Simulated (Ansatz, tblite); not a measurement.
# 2x3x4 CaO rock-salt block (Ca₁₂O₁₂): a ladder of methods and basis sets

Aim: run the singlet of 2x3x4 CaO rock-salt block (Ca₁₂O₁₂) at one geometry on many levels, and compare frontier levels, spin and run time.

Method: as each input shows; program: Ansatz 0.2.0, Gaussian basis.

Plan: GFN1-xTB, GFN2-xTB, PBE-D4/def2-TZVP, r2SCAN-D4/def2-TZVP, r2SCANh-D4/def2-TZVP, PBE-D4/def2-SVP, PBE0-D4/def2-SVP, HF/STO-3G, MP2/def2-SVP.

1 further run of the same task is left out (set aside as unsound or not needed).

**1. The relaxed structure**

The geometry is that of the singlet, from an earlier relaxation (PBE-D4/def2-SVP).

24 atoms, charge 0, spin multiplicity 1.

Bond lengths: Ca1–O13 2.218 Å, Ca1–O15 2.224 Å, Ca1–O19 2.112 Å, Ca2–O13 2.305 Å, Ca2–O14 2.216 Å, Ca2–O16 2.326 Å, Ca2–O20 2.291 Å, Ca3–O13 2.305 Å, Ca3–O15 2.318 Å, Ca3–O16 2.278 Å, Ca3–O17 2.305 Å, Ca3–O21 2.417 Å, Ca4–O14 2.233 Å, Ca4–O16 2.302 Å, Ca4–O18 2.233 Å, Ca4–O22 2.345 Å, Ca5–O15 2.224 Å, Ca5–O17 2.218 Å and more. Angles: O13–Ca1–O15 93.6°, O13–Ca1–O19 89.9°, O15–Ca1–O19 91.1°, O13–Ca2–O14 173.6°, O13–Ca2–O16 89.8°, O13–Ca2–O20 89.0°, O14–Ca2–O16 87.0°, O14–Ca2–O20 85.5°, O16–Ca2–O20 89.8°, O13–Ca3–O15 88.9°, O13–Ca3–O16 91.0°, O13–Ca3–O17 174.2°, O13–Ca3–O21 87.3°, O15–Ca3–O16 176.9°, O15–Ca3–O17 88.9°, O15–Ca3–O21 86.9°, O16–Ca3–O17 91.0°, O16–Ca3–O21 90.0° and more.

PBE0-D4/def2-TZVP was run before; its log isn't repeated, and its numbers join the tables.

**2. GFN1-xTB**

Tight binding, by tblite at 300 K electronic temperature and without a spin-polarisation term:

```python
tblite.interface.Calculator('GFN1-xTB', numbers, positions, charge=0, uhf=0).singlepoint()
```

Energy -1762.2343 eV, HOMO -5.00 eV, LUMO -3.01 eV; 0.12 s.

**3. GFN2-xTB**

Tight binding, by tblite at 300 K electronic temperature and without a spin-polarisation term:

```python
tblite.interface.Calculator('GFN2-xTB', numbers, positions, charge=0, uhf=0).singlepoint()
```

Energy -1497.1592 eV, HOMO -10.26 eV, LUMO -10.04 eV; 1.2 s.

**4. PBE-D4/def2-TZVP**

start.molden holds the orbitals of an earlier run on this state, given as this run's starting guess.

Input file in.yaml:

```yaml
crystal:
  periodic: [false, false, false]
  atoms:
    - {symbol: Ca, position_ang: [-1.091160, -2.222454, -3.378765]}
    - {symbol: Ca, position_ang: [-1.175847, -2.325182, 1.141348]}
    - {symbol: Ca, position_ang: [-1.224871, 0.000360, -1.121737]}
    - {symbol: Ca, position_ang: [-1.210758, 0.000482, 3.458273]}
    - {symbol: Ca, position_ang: [-1.089804, 2.223004, -3.378590]}
    - {symbol: Ca, position_ang: [-1.174302, 2.325992, 1.141582]}
    - {symbol: Ca, position_ang: [1.174225, -2.326035, -1.141560]}
    - {symbol: Ca, position_ang: [1.089834, -2.223079, 3.378490]}
    - {symbol: Ca, position_ang: [1.210896, -0.000480, -3.458179]}
    - {symbol: Ca, position_ang: [1.224822, -0.000377, 1.121713]}
    - {symbol: Ca, position_ang: [1.175728, 2.325218, -1.141325]}
    - {symbol: Ca, position_ang: [1.091229, 2.222482, 3.378688]}
    - {symbol: O, position_ang: [-1.116211, -2.302139, -1.162416]}
    - {symbol: O, position_ang: [-1.022381, -2.221565, 3.350013]}
    - {symbol: O, position_ang: [-1.134340, 0.000309, -3.437853]}
    - {symbol: O, position_ang: [-1.191536, 0.000384, 1.156372]}
    - {symbol: O, position_ang: [-1.114732, 2.302812, -1.162214]}
    - {symbol: O, position_ang: [-1.020961, 2.222393, 3.350210]}
    - {symbol: O, position_ang: [1.021035, -2.222355, -3.350181]}
    - {symbol: O, position_ang: [1.114657, -2.302790, 1.162202]}
    - {symbol: O, position_ang: [1.191507, -0.000379, -1.156338]}
    - {symbol: O, position_ang: [1.134396, -0.000298, 3.437831]}
    - {symbol: O, position_ang: [1.022417, 2.221576, -3.349976]}
    - {symbol: O, position_ang: [1.116167, 2.302140, 1.162403]}
basis:
  gaussian: {orbitals: def2-TZVP, fitting: {mean_field: def2-universal-jkfit}, initial_orbitals: start.molden}
hamiltonian: {xc: pbe, dispersion: d4}
scf: {omitted_lower_state_checks: [starts]}
output: {forces: true, orbitals: {seedname: orbitals}}
```

Launch:

```bash
ansatz run in.yaml --threads 4 --pin off --events-out ev --progress --plain --max-ram 46080MiB --backend cuda --devices 0, --max-vram 37GiB
```

The runs that follow: r2SCAN-D4/def2-TZVP; r2SCANh-D4/def2-TZVP; PBE-D4/def2-SVP; PBE0-D4/def2-SVP; HF/STO-3G; MP2/def2-SVP.

**Question.** What will the summary of the whole plan be? Wanted: gap in def2-TZVP, named functionals, smallest and largest; correlation energy, MP2/def2-SVP; binding an atom, functionals in def2-TZVP; PBE0 total energy, smallest basis above largest.

The runs gave:

| quantity | value |
| --- | --- |
| gap in def2-TZVP, named functionals, smallest and largest | 2.44 eV (PBE-D4), 4.17 eV (PBE0-D4) |
| correlation energy, MP2/def2-SVP | -109.43 eV |
| binding an atom, functionals in def2-TZVP | 4.60 (PBE0-D4) to 4.91 eV (r2SCAN-D4) |
| PBE0 total energy, smallest basis above largest | 54.28 eV (def2-SVP, def2-TZVP) |

**Reading.** Over the named functionals in def2-TZVP the gap runs from 2.44 eV (PBE-D4) to 4.17 eV (PBE0-D4); exact exchange widens it.
